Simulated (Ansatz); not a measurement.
Run this with the Python package of Ansatz (0.2.0) and show what comes out.

The script, `scan_c3h4zn.py`:
```python
"""Potential curve of C3H4Zn along one bond."""

import ansatz
import numpy as np

GEOMETRY = """
C    -0.39100    0.58810   -0.25220
C     0.40380    0.72130    0.75790
Zn    1.13930   -1.02240    0.97190
C    -0.03100   -0.80180   -0.42760
H    -1.09920    1.31840   -0.79040
H     0.72050    1.53530    1.42540
H     0.33530   -0.98820   -1.43610
H    -0.98550   -1.40780   -0.30470
"""


def main() -> None:
    system = ansatz.Crystal.molecule()
    for line in GEOMETRY.strip().splitlines():
        symbol, *xyz = line.split()
        system = system.atom(symbol, [float(v) for v in xyz])

    symbols = [site.symbol for site in system.cartesian_sites]
    start = np.array([site.position_ang for site in system.cartesian_sites])
    axis = (start[4] - start[0]) / np.linalg.norm(start[4] - start[0])
    moving = [4]
    lengths, energies = [1.013, 1.059, 1.105, 1.151, 1.197, 1.243, 1.289, 1.358], []
    for length in lengths:
        xyz = start.copy()
        xyz[moving] += (length - np.linalg.norm(start[4] - start[0])) * axis
        point = ansatz.Crystal.molecule()
        for symbol, place in zip(symbols, xyz):
            point = point.atom(symbol, place.tolist())
        base = (
            point.calculation()
            .basis(gaussian="def2-SVP")  # the orbital basis, by name
            .functional("PBE", dispersion="d3bj")
        )
        data = base.run(threads=1, backend="cpu").report
        energies.append(data["free_energy_ev"])
        print(f"r = {length:6.3f} A  E = {energies[-1]:.5f} eV  <S^2> = {abs(data['mean_field']['state']['spin_squared']):.3f}")

    # quartic fit about the minimum
    fit = np.polynomial.Polynomial.fit(lengths, np.array(energies) - min(energies), 4).convert()
    roots = [r.real for r in fit.deriv().roots() if abs(r.imag) < 1e-9 and fit.deriv(2)(r.real) > 0]
    r_e = min(roots, key=lambda r: abs(r - lengths[int(np.argmin(energies))]))
    print(f"minimum of the fit at {r_e:.4f} A, force constant {fit.deriv(2)(r_e):.2f} eV/A^2")


if __name__ == "__main__":
    main()
```

```console
$ python scan_c3h4zn.py
r =  1.013 A  E = -51568.93863 eV  <S^2> = 0.000
r =  1.059 A  E = -51569.05739 eV  <S^2> = 0.000
r =  1.105 A  E = -51569.08591 eV  <S^2> = 0.000
r =  1.151 A  E = -51569.04516 eV  <S^2> = 0.000
r =  1.197 A  E = -51568.95182 eV  <S^2> = 0.000
r =  1.243 A  E = -51568.81907 eV  <S^2> = 0.000
r =  1.289 A  E = -51568.65733 eV  <S^2> = 0.000
r =  1.358 A  E = -51568.37802 eV  <S^2> = 0.000
minimum of the fit at 1.0992 A, force constant 33.92 eV/A^2
```

Total energies depend on the basis set; only differences at equal settings carry meaning. The rest of the molecule is held rigid at a force-field or estimated start geometry, and the basis set is modest; single-reference methods fail as a bond breaks. The orbitals are restricted, so S² is zero by construction. Timing: 39 s on 1 thread of Arm Neoverse V1 (shared host), peak memory 0.2 GiB.
